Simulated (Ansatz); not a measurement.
# Cs: the cost of one run

All numbers are computed with Ansatz 0.2.0, driven from Python. Level of theory: DFT r2SCAN, plane waves, PAW.

## 1. The structure

The structure is orthorhombic, space group Pnma (No. 62). The conventional cell has a = 10.367 Å, b = 8.238 Å, c = 5.444 Å, α = 90.00°, β = 90.00°, γ = 90.00°.

The script holds or builds the structure itself.

## 2. Script

smear.py reads:

```python
'''Smearing width test for Cs.'''

import warnings

import ansatz as az
import matplotlib.pyplot as plt

warnings.simplefilter('ignore', az.DeckWarning)

lattice = az.Lattice.of(
    (10.367185, 0.0, 0.0),
    (0.0, 8.237741, 0.0),
    (0.0, 0.0, 5.443964),
)
sites = [
    ('Cs', (0.131887, 0.75, 0.839231)),
    ('Cs', (0.631887, 0.75, 0.660769)),
    ('Cs', (0.868113, 0.25, 0.160769)),
    ('Cs', (0.368113, 0.25, 0.339231)),
]
xtal = az.Crystal(lattice=lattice)
for symbol, position in sites:
    xtal = xtal.atom(symbol, position)

model = (
    xtal.calculation()
    .functional('r2scan')
    .pseudopotentials('paw')
    .kpoints(3, 3, 4, center='gamma')
    .forces()
    .stress()
)

rows = []
for value in [0.3, 0.2, 0.1, 0.05]:
    report = model.occupations('methfessel_paxton', width=value).run().report
    rows.append((value, report['free_energy_ev'] / len(report['lattice']['sites']), report['n_iterations'], sum(report['stress_gpa'][i][i] for i in range(3)) / 3, max(abs(f) for row in report['forces_ev_ang'] for f in row), report['n_kpoints']))

print('  width (eV)   F/atom (eV)    iterations       P (GPa)  max component (eV/A)      k-points')
for row in rows:
    print(f'{str(row[0]):>12s}  {row[1]:12.5f}  {row[2]:12d}  {row[3]:12.3f}  {row[4]:20.4f}  {row[5]:12d}')

# the last row is the reference
for row in rows[:-1]:
    shift = 1000 * (row[1] - rows[-1][1])
    print(f'{row[0]}: {shift:+.2f} meV/atom' + ('  (within 2 meV)' if abs(shift) < 2 else ''))
plt.figure(figsize=(4.5, 3))
plt.plot([str(row[0]) for row in rows], [1000 * (row[1] - rows[-1][1]) for row in rows], 'o-')
plt.xlabel('width (eV)')
plt.ylabel('F - F(last) (meV/atom)')
plt.tight_layout()
plt.savefig('smear.png', dpi=100)
```

## 3. What the engine is handed

The engine receives this input (first run):

```yaml
crystal:
  lattice:
    - [10.367185, 0.0, 0.0]
    - [0.0, 8.237741, 0.0]
    - [0.0, 0.0, 5.443964]
  atoms:
    - { symbol: Cs, position: [0.131887, 0.75, 0.839231] }
    - { symbol: Cs, position: [0.631887, 0.75, 0.660769] }
    - { symbol: Cs, position: [0.868113, 0.25, 0.160769] }
    - { symbol: Cs, position: [0.368113, 0.25, 0.339231] }
kpoints:
  mp_grid:
    grid: [3, 3, 4]
    shift: [0.0, 0.0, 0.0]
hamiltonian:
  xc: r2scan
  pseudopotentials:
    kind: paw
scf:
  occupations:
    method: methfessel_paxton
    width: 0.3
output:
  forces: true
  stress: true
```

## 4. Launch

On the command line:

```
> python smear.py
```

**Question.** How long does this script take on 1 thread of Arm Neoverse V2, shared host, and how much memory does it need?

About 1.8 min, with a peak of 1.6 GiB.
